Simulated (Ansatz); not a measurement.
# CH3BCl2: basis-set convergence

The task here is to estimate one member of a computed series from the others.

The runs use Ansatz 0.2.0, Gaussian basis; one geometry, several basis sets.

Levels to be run: PBE0-D4/def2-SVP; ωB97M-V/def2-SVP; PBE0-D4/def2-QZVPP; ωB97M-V/def2-QZVPP; the functionals' def2-TZVPP values are taken from earlier runs.

## The geometry

An earlier PBE0-D4 in a triple-zeta def2 set relaxation fixed the geometry.

SMILES `ClBCCl`, 7 atoms, charge 0, spin multiplicity 1.

Atoms are counted from 1 here; the program's logs count them from 0.

Bond lengths: Cl1–B2 1.743 Å, B2–C3 1.562 Å, B2–H5 1.190 Å, C3–Cl4 1.803 Å, C3–H6 1.088 Å, C3–H7 1.088 Å. Angles: Cl1–B2–C3 120.2°, Cl1–B2–H5 118.1°, C3–B2–H5 121.6°, B2–C3–Cl4 96.5°, B2–C3–H6 115.9°, B2–C3–H7 116.8°, Cl4–C3–H6 107.2°, Cl4–C3–H7 107.6°, H6–C3–H7 111.1°.

Set-up of the first run:

File in.yaml:

```yaml
crystal:
  periodic: [false, false, false]
  atoms:
    - {symbol: Cl, position_ang: [-2.228660, 0.091235, 0.314713]}
    - {symbol: B, position_ang: [-0.668712, 0.303495, -0.432555]}
    - {symbol: C, position_ang: [0.636607, 0.009587, 0.373674]}
    - {symbol: Cl, position_ang: [0.919075, -1.642255, -0.292658]}
    - {symbol: H, position_ang: [-0.634786, 0.638782, -1.573783]}
    - {symbol: H, position_ang: [1.502544, 0.614636, 0.112330]}
    - {symbol: H, position_ang: [0.535233, -0.083479, 1.452479]}
basis:
  gaussian: {orbitals: def2-SVP}
hamiltonian: {xc: pbe0, dispersion: d4}
output: {orbitals: {seedname: orbitals}}
```

On the command line:

```
> ansatz run in.yaml --threads 2 --pin off --events-out ev --progress --plain --max-ram 4352MiB
```

Steps of the session up to this table: PBE0-D4 in def2-SVP; ωB97M-V in def2-SVP; PBE0-D4 in def2-QZVPP; ωB97M-V in def2-QZVPP.

One of the session's tables, all rows but one given; the rest of the session is left out.

It belongs to the step «Density functionals: the series». 

| functional | basis | HOMO (eV) |
| --- | --- | --- |
| PBE0-D4 | def2-SVP | -8.31 |
| PBE0-D4 | def2-TZVPP | ? |
| PBE0-D4 | def2-QZVPP | -8.47 |
| ωB97M-V | def2-SVP | -10.52 |
| ωB97M-V | def2-TZVPP | -10.69 |
| ωB97M-V | def2-QZVPP | -10.73 |

Estimate the missing values for PBE0-D4, def2-TZVPP.

The run gave: HOMO (eV): -8.44. In the column «HOMO (eV)» it lies between PBE0-D4, def2-QZVPP (-8.47) and PBE0-D4, def2-SVP (-8.31).
